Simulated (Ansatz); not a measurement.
Predict the output of the script below (Ansatz 0.2.0, Python API).

The script, `torsion.py`:
```python
# -*- coding: utf-8 -*-
'''Energy of CH3BClF as one group turns about a bond.'''

from dataclasses import dataclass

import ansatz as az
from ase import Atoms


@dataclass(frozen=True)
class Settings:
    basis: str = 'def2-SVP'
    xc: str = 'r2scan0'
    fmax: float = 0.02


opts = Settings()

atoms = Atoms(['F', 'C', 'B', 'Cl', 'H', 'H', 'H'], positions=[
    [-1.2808, 0.7698, 0.7181],
    [-0.0561, 0.6951, 0.1905],
    [0.2175, -0.8222, -0.1537],
    [-0.7059, -1.715, -1.3783],
    [0.0312, 1.295, -0.7532],
    [0.6801, 1.0852, 0.9361],
    [1.1752, -1.376, 0.3948],
])

# relax first, so that the scan starts from a minimum
first = (
    az.Crystal.molecule_from_ase(atoms).calculation()
    .basis(gaussian=opts.basis)  # atom-centred Gaussian functions
    .functional(opts.xc)
    .relax(force_tolerance=opts.fmax, max_steps=80)
)
atoms.positions = first.run(threads=1).report['positions_ang']

start = atoms.get_dihedral(0, 1, 2, 3)
energies = {}
for turn in range(0, 360, 40):
    turned = atoms.copy()
    turned.set_dihedral(0, 1, 2, 3, start + turn, indices=[2, 3, 6])
    calc = (
        az.Crystal.molecule_from_ase(turned).calculation()
        .basis(gaussian=opts.basis)  # the orbital basis, by name
        .functional(opts.xc)
    )
    energies[round((start + turn) % 360)] = calc.run(threads=1).report['free_energy_ev']
floor = min(energies.values())
print('dihedral F0-C1-B2-Cl3 (deg)   E - E(min) (eV)')
for angle, e in sorted(energies.items()):
    print(f'{angle:8d} {(e - floor):14.3f}  ' + '#' * int(30 * (e - floor) / max(max(energies.values()) - floor, 1e-9)))
```

```console
$ python torsion.py
dihedral F0-C1-B2-Cl3 (deg)   E - E(min) (eV)
      40          0.145  ############
      80          0.336  ##############################
     120          0.247  ######################
     160          0.067  #####
     200          0.067  #####
     240          0.246  #####################
     280          0.336  #############################
     320          0.145  ############
     360          0.000
```

The lowest point is at 360° and the highest at 80°, 0.336 eV (32.4 kJ/mol) above it, with the rest of the molecule held.

The scan is rigid and the energies are electronic, in a modest basis. With rigid groups the curve can differ much from the relaxed path, the start wasn't checked as a minimum of this torsion, and equivalent turns needn't return to the same energy. Hardware and time: 76 s on 1 thread of Arm Neoverse V1 (shared host), peak memory 0.2 GiB.
